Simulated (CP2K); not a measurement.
# SiH2O2F2 (SMILES O[Si](O)(F)F) at PBE/TZV2P-MOLOPT-PBE-GTH (core potential)

Aim: the energy change on altering one bond length of SiH2O2F2 at PBE/TZV2P-MOLOPT-PBE-GTH (core potential), from 2 runs. 

Program for the calculation: CP2K 2026.2.

### 1 Starting point

SiH2O2F2 has 7 atoms, charge 0, and is taken as a singlet. As SMILES, `O[Si](O)(F)F`. The coordinates come from a PBE0-D4/def2-TZVP relaxation. This is one conformer, not always the lowest.

Bond lengths: O1–Si2 1.609 Å, Si2–O3 1.609 Å, Si2–F4 1.583 Å, Si2–F5 1.583 Å, O1–H6 0.957 Å, O3–H7 0.957 Å. Angles: O1–Si2–O3 107.3°, O1–Si2–F4 112.2°, O1–Si2–F5 110.1°, O3–Si2–F4 110.1°, O3–Si2–F5 112.2°, F4–Si2–F5 104.9°, Si2–O1–H6 118.9°, Si2–O3–H7 118.9°.

### 2 A single-point energy at PBE/TZV2P-MOLOPT-PBE-GTH (core potential)

Contents of molecule.xyz:

```xyz
7

O     -1.123000     0.443800     0.890500
Si    -0.011100    -0.018100    -0.177300
O      1.321200    -0.386600     0.646700
F     -0.483500    -1.262700    -1.033600
F      0.238000     1.131800    -1.236100
H     -1.829300     1.022300     0.602200
H      1.948900    -0.998500     0.262000
```

Contents of calc.inp:

```
&force_eval
    method Quickstep
    &dft
        basis_set_file_name BASIS_MOLOPT_UZH
        potential_file_name POTENTIAL_UZH
        &qs
            method GPW
            eps_default 1.0E-10
        &end qs
        &mgrid
            cutoff 400
            rel_cutoff 50
            ngrids 4
        &end mgrid
        &poisson
            periodic NONE
            poisson_solver MULTIPOLE
        &end poisson
        &scf
            scf_guess ATOMIC
            eps_scf 1.0E-06
            max_scf 80
            added_mos 3
            &diagonalization
                algorithm STANDARD
            &end diagonalization
            &mixing
                method BROYDEN_MIXING
                alpha 0.3
                nbuffer 8
            &end mixing
        &end scf
        &xc
            &xc_functional PBE
            &end xc_functional
        &end xc
        &print
            &moments
                periodic F
                reference COM
                max_moment 1
            &end moments
            &mo ON
                energies T
                occupation_numbers T
                ndigits 6
                &each
                    qs_scf 0
                &end each
                add_last NUMERIC
            &end mo
            &hirshfeld OFF
            &end hirshfeld
        &end print
    &end dft
    &subsys
        &cell
            abc 10.8 9.4 9.1
            periodic NONE
        &end cell
        &topology
            coord_file_name molecule.xyz
            coord_file_format XYZ
            &center_coordinates
            &end center_coordinates
        &end topology
        &kind O
            basis_set TZV2P-MOLOPT-PBE-GTH-q6
            potential GTH-PBE-q6
        &end kind
        &kind Si
            basis_set TZV2P-MOLOPT-PBE-GTH-q4
            potential GTH-PBE-q4
        &end kind
        &kind F
            basis_set TZV2P-MOLOPT-PBE-GTH-q7
            potential GTH-PBE-q7
        &end kind
        &kind H
            basis_set TZV2P-MOLOPT-PBE-GTH-q1
            potential GTH-PBE-q1
        &end kind
    &end subsys
&end force_eval

&global
    project_name calc
    run_type ENERGY
    print_level MEDIUM
&end global
```

The run is started by

```
$ OMP_NUM_THREADS=1 cp2k.psmp -i calc.inp > calc.out 2>&1
```

The program printed:

```text
CP2K| version string:                                       CP2K version 2026.2
[...]
 GLOBAL| Method name                                                        CP2K
[...]
 GLOBAL| Run type                                                         ENERGY
[...]
 DFT| Spin restricted Kohn-Sham (RKS) calculation                            RKS
 DFT| Multiplicity                                                             1
[...]
 DFT| Charge                                                                   0
[...]
 FUNCTIONAL| PBE:
 QS| Method:                                                                 GPW
[...]
 QS| Density cutoff [a.u.]:                                                200.0
[...]
 QS| Relative density cutoff [a.u.]:                                        25.0
[...]
                             - Atoms:                                          7
[...]
                             - Spherical basis functions:                    173
[...]
 Number of electrons:                                                         32
[...]
     1 NoMix/Diag. 0.30E+00    4.5     0.90143768       -85.6480093322 -8.56E+01
[...]
    21 Broy./Diag. 0.30E+00    5.2     0.00000056       -85.8915851353  2.77E-06
  *** SCF run converged in    21 steps ***
[...]
  Overlap energy of the core charge distribution:               0.00000011301752
  Self energy of the core charge distribution:               -224.86089713913714
  Core Hamiltonian energy:                                     63.70177658684224
  Hartree energy:                                              93.75084590208667
  Exchange-correlation energy:                                -18.48331059812365
  Total energy:                                               -85.89158513531434
[...]
                     Mulliken Population Analysis
 #  Atom  Element  Kind  Atomic population                           Net charge
       1     O        1          6.340992                             -0.340992
       2     Si       2          2.898634                              1.101366
       3     O        1          6.340585                             -0.340585
       4     F        3          7.351631                             -0.351631
       5     F        3          7.351642                             -0.351642
       6     H        4          0.858039                              0.141961
       7     H        4          0.858477                              0.141523
 # Total charge                             32.000000                  0.000000
[...]
  Dipole moment [Debye]
    X= -0.1962535E-01 Y= -0.1018210E-01 Z= -0.1846322E+00  Total=      0.1859513
 ENERGY| Total FORCE_EVAL ( QS ) energy [hartree]            -85.891585135314344
[...]
```

It took 1.8 min on 1 thread of Intel Xeon at 2.50GHz (Skylake/Cascade Lake), shared host; peak memory 1.4 GiB.

### 3 The distorted shape

Contents of calc.inp:

```
&GLOBAL
    PROJECT_NAME calc
    RUN_TYPE ENERGY
    PRINT_LEVEL MEDIUM
&END GLOBAL

&FORCE_EVAL
    METHOD Quickstep
    &DFT
        BASIS_SET_FILE_NAME BASIS_MOLOPT_UZH
        POTENTIAL_FILE_NAME POTENTIAL_UZH
        CHARGE 0
        MULTIPLICITY 1
        &QS
            METHOD GPW
            EPS_DEFAULT 1.0E-10
        &END QS
        &MGRID
            CUTOFF 400
            REL_CUTOFF 50
            NGRIDS 4
        &END MGRID
        &POISSON
            PERIODIC NONE
            POISSON_SOLVER MULTIPOLE
        &END POISSON
        &SCF
            SCF_GUESS ATOMIC
            EPS_SCF 1.0E-06
            MAX_SCF 40
            &OT ON
                MINIMIZER DIIS
                PRECONDITIONER FULL_SINGLE_INVERSE
            &END OT
            &OUTER_SCF
                EPS_SCF 1.0E-06
                MAX_SCF 10
            &END OUTER_SCF
        &END SCF
        &XC
            &XC_FUNCTIONAL PBE
            &END XC_FUNCTIONAL
        &END XC
        &PRINT
            &MOMENTS
                PERIODIC F
                REFERENCE COM
                MAX_MOMENT 1
            &END MOMENTS
            &MO_CUBES
                NLUMO 3
                NHOMO -1
                WRITE_CUBE F
            &END MO_CUBES
            &HIRSHFELD OFF
            &END HIRSHFELD
        &END PRINT
    &END DFT
    &SUBSYS
        &CELL
            ABC [angstrom] 11 9.5 9.1
            PERIODIC NONE
        &END CELL
        &COORD
            O      4.423132     5.227236     5.613300
            Si     5.535032     4.765336     4.545500
            O      6.867332     4.396836     5.369500
            F      5.062632     3.520736     3.689200
            F      5.784132     5.915236     3.486700
            H      3.504968     5.979264     5.238521
            H      7.495032     3.784936     4.984800
        &END COORD
        &KIND O
            BASIS_SET TZV2P-MOLOPT-PBE-GTH-q6
            POTENTIAL GTH-PBE-q6
        &END KIND
        &KIND Si
            BASIS_SET TZV2P-MOLOPT-PBE-GTH-q4
            POTENTIAL GTH-PBE-q4
        &END KIND
        &KIND F
            BASIS_SET TZV2P-MOLOPT-PBE-GTH-q7
            POTENTIAL GTH-PBE-q7
        &END KIND
        &KIND H
            BASIS_SET TZV2P-MOLOPT-PBE-GTH-q1
            POTENTIAL GTH-PBE-q1
        &END KIND
    &END SUBSYS
&END FORCE_EVAL
```

The run is started by

```
$ OMP_NUM_THREADS=1 cp2k.psmp calc.inp > calc.out
```

The program printed:

```text
CP2K| version string:                                       CP2K version 2026.2
[...]
 GLOBAL| Method name                                                        CP2K
[...]
 GLOBAL| Run type                                                         ENERGY
[...]
 DFT| Spin restricted Kohn-Sham (RKS) calculation                            RKS
 DFT| Multiplicity                                                             1
[...]
 DFT| Charge                                                                   0
[...]
 FUNCTIONAL| PBE:
 QS| Method:                                                                 GPW
[...]
 QS| Density cutoff [a.u.]:                                                200.0
[...]
 QS| Relative density cutoff [a.u.]:                                        25.0
[...]
                             - Atoms:                                          7
[...]
                             - Spherical basis functions:                    173
[...]
 Number of electrons:                                                         32
[...]
     1 OT DIIS     0.80E-01    3.8     0.11345970       -82.7650110793 -8.28E+01
[...]
    37 OT DIIS     0.80E-01    4.2     0.00000081       -85.8519879095 -9.36E-10
  *** SCF run converged in    37 steps ***
[...]
  Overlap energy of the core charge distribution:               0.00000007796992
  Self energy of the core charge distribution:               -224.86089713913714
  Core Hamiltonian energy:                                     63.39426113329140
  Hartree energy:                                              93.99645101681389
  Exchange-correlation energy:                                -18.38180299843803
  Total energy:                                               -85.85198790949995
[...]
                     Mulliken Population Analysis
 #  Atom  Element  Kind  Atomic population                           Net charge
       1     O        1          6.521205                             -0.521205
       2     Si       2          2.903121                              1.096879
       3     O        1          6.342205                             -0.342205
       4     F        3          7.352490                             -0.352490
       5     F        3          7.353006                             -0.353006
       6     H        4          0.669576                              0.330424
       7     H        4          0.858397                              0.141603
 # Total charge                             32.000000                 -0.000000
[...]
  Dipole moment [Debye]
    X= -0.3127820E+00 Y=  0.2125048E+00 Z= -0.2053962E+00  Total=      0.4303236
[...]
 HOMO - LUMO gap [eV] :    5.733084
 ENERGY| Total FORCE_EVAL ( QS ) energy [hartree]            -85.851987909499954
[...]
```

Wall time 2.8 min (1 thread of Intel Xeon at 2.50GHz (Skylake/Cascade Lake), shared host); peak memory 0.84 GiB.

### 4 What came out

At PBE/TZV2P-MOLOPT-PBE-GTH (core potential):

| quantity | value |
| --- | --- |
| first shape: total energy | -85.89159 Eh |
| first shape: dipole moment | 0.19 D |
| first shape: HOMO energy | -8.39 eV |
| first shape: LUMO energy | -0.95 eV |
| first shape: HOMO–LUMO gap | 7.44 eV |
| distorted shape: total energy | -85.85199 Eh |
| distorted shape: dipole moment | 0.43 D |
| distorted shape: HOMO energy | -8.15 eV |
| distorted shape: LUMO energy | -2.41 eV |
| distorted shape: HOMO–LUMO gap | 5.73 eV |
| energy change with the O1–H6 bond stretched from 0.957 to 1.245 Å | 1.077 eV |

**Reading.** With the O1–H6 bond stretched from 0.957 to 1.245 Å the energy rises by 1.08 eV (104 kJ/mol). The first shape isn't relaxed at this level, so the change isn't measured from a minimum.
